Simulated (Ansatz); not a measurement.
# F2H2O2Sn: up Jacob's ladder to CCSD(T)

How much do the methods differ for F2H2O2Sn? The plan is to run it at one geometry with functionals of several rungs and with coupled cluster, and see how far each lands from CCSD(T) at the basis-set limit for the atomisation energy.

The runs use Ansatz 0.2.0, Gaussian basis; functionals in def2-TZVPP, the program's frozen cores in correlated methods.

The runs, in order: LDA (SPW92), PBE-D4, revPBE-D4, BLYP-D4, r2SCAN-D4, B97M-V, PBE0-D4, B3LYP-D4, r2SCANh-D4, r2SCAN0-D4, HSE06-D4, BHLYP-D4, CAM-B3LYP-D4, LC-ωPBE, ωB97X-V, ωB97M-V, B2PLYP, PBE-QIDH; CCSD(T)/def2-SVP; CCSD(T)/def2-TZVPP; MP2/def2-QZVPP; extrapolation to the limit; RPA on PBE.

## 1. The geometry

All runs share one geometry, relaxed beforehand with PBE0-D4 in a triple-zeta def2 set. Sn takes the def2 core potential; no spin-orbit term is included.

SMILES `[OH][Sn]([OH])([F])[F]`, 7 atoms, charge 0, spin multiplicity 1.

Atoms are counted from 1 here; the program's logs count them from 0.

Bond lengths: O1–Sn2 1.922 Å, O1–H6 0.962 Å, Sn2–O3 1.922 Å, Sn2–F4 1.899 Å, Sn2–F5 1.899 Å, O3–H7 0.962 Å. Angles: Sn2–O1–H6 112.3°, O1–Sn2–O3 111.7°, O1–Sn2–F4 112.4°, O1–Sn2–F5 107.5°, O3–Sn2–F4 107.5°, O3–Sn2–F5 112.4°, F4–Sn2–F5 105.3°, Sn2–O3–H7 112.3°.

## 2. LDA

This LDA is Slater exchange with PW92 correlation.

The input, in.yaml:

```yaml
crystal:
  periodic: [false, false, false]
  atoms:
    - {symbol: O, position_ang: [-1.319620, 0.597139, 1.091255]}
    - {symbol: Sn, position_ang: [-0.031372, -0.060227, -0.174306]}
    - {symbol: O, position_ang: [1.737765, -0.112187, 0.574571]}
    - {symbol: F, position_ang: [-0.443579, -1.810858, -0.783562]}
    - {symbol: F, position_ang: [-0.132575, 1.044089, -1.715758]}
    - {symbol: H, position_ang: [-1.984144, 1.157338, 0.678174]}
    - {symbol: H, position_ang: [2.234725, -0.883295, 0.283926]}
basis:
  gaussian: {orbitals: def2-TZVPP}
hamiltonian: {xc: lda}
output: {orbitals: {seedname: orbitals}}
```

On the command line:

```
ansatz run in.yaml --threads 4 --pin off --events-out ev --progress --plain --max-ram 10444MiB
```

After this run come: PBE-D4 (GGA); revPBE-D4 (GGA); BLYP-D4 (GGA); r2SCAN-D4 (meta-GGA); B97M-V (meta-GGA); B3LYP-D4 (hybrid); r2SCANh-D4 (hybrid); r2SCAN0-D4 (hybrid); HSE06-D4 (hybrid); BHLYP-D4 (hybrid); CAM-B3LYP-D4 (range-separated); LC-ωPBE (range-separated); ωB97X-V (range-separated); ωB97M-V (range-separated); B2PLYP (double hybrid); PBE-QIDH (double hybrid); CCSD(T) in def2-SVP; CCSD(T) in def2-TZVPP; MP2 in def2-QZVPP; RPA on PBE orbitals.

Q: Predict the results of all the runs planned. Wanted: atomisation energy, CCSD(T)/CBS; farthest beyond LDA; mean size of error, GGA; mean size of error, meta-GGA; mean size of error, hybrid; mean size of error, range-separated; mean size of error, double hybrid; gap, smallest and largest; T1 diagnostic.

As calculated:

| quantity | value |
| --- | --- |
| atomisation energy, CCSD(T)/CBS | 595.9 kcal/mol |
| functionals within 6.0 kcal/mol (1.0 %) | PBE-D4 |
| farthest beyond LDA | BHLYP-D4 (-56.6 kcal/mol) |
| mean size of error, GGA | 10.7 kcal/mol |
| mean size of error, meta-GGA | 9.5 kcal/mol |
| mean size of error, hybrid | 30.9 kcal/mol |
| mean size of error, range-separated | 11.3 kcal/mol |
| mean size of error, double hybrid | 23.4 kcal/mol |
| gap, smallest and largest | 4.60 eV (LDA (SPW92)), 12.90 eV (LC-ωPBE) |
| T1 diagnostic | 0.0148 |
| triples share of the correlation energy | 3.2 % |

In words: The LDA atomisation energy is off by 100.9 kcal/mol (17 %): it overbinds. PBE-D4 is off by +4.6 kcal/mol. Double hybrids carry the basis error of their MP2 part in triple zeta, and no dispersion term here, so their miss is partly the set-up's. Taken by rung, meta-GGA functionals do best (9.5 kcal/mol on average) and hybrid ones worst beyond LDA (30.9 kcal/mol). The gap between the best rungs is small, so their order is not settled. The mean of the hybrids holds BHLYP, with half exact exchange. The reference freezes the cores and leaves out spin-orbit coupling and excitations past (T), and its outer-core shells are covered unevenly, so misses under about 6.0 kcal/mol can't be ranked. All levels share the lack of spin-orbit coupling, which lowers the free heavy atoms and so the true binding. Hartree-Fock recovers 62 % of the binding; the rest is correlation. CCSD(T) in def2-SVP is off by -70.5 kcal/mol, which most functionals beat. Orbital gaps span 4.6 to 12.9 eV; exact exchange widens them. Correlated methods include outer-core shells of Sn, which these sets cover unevenly.
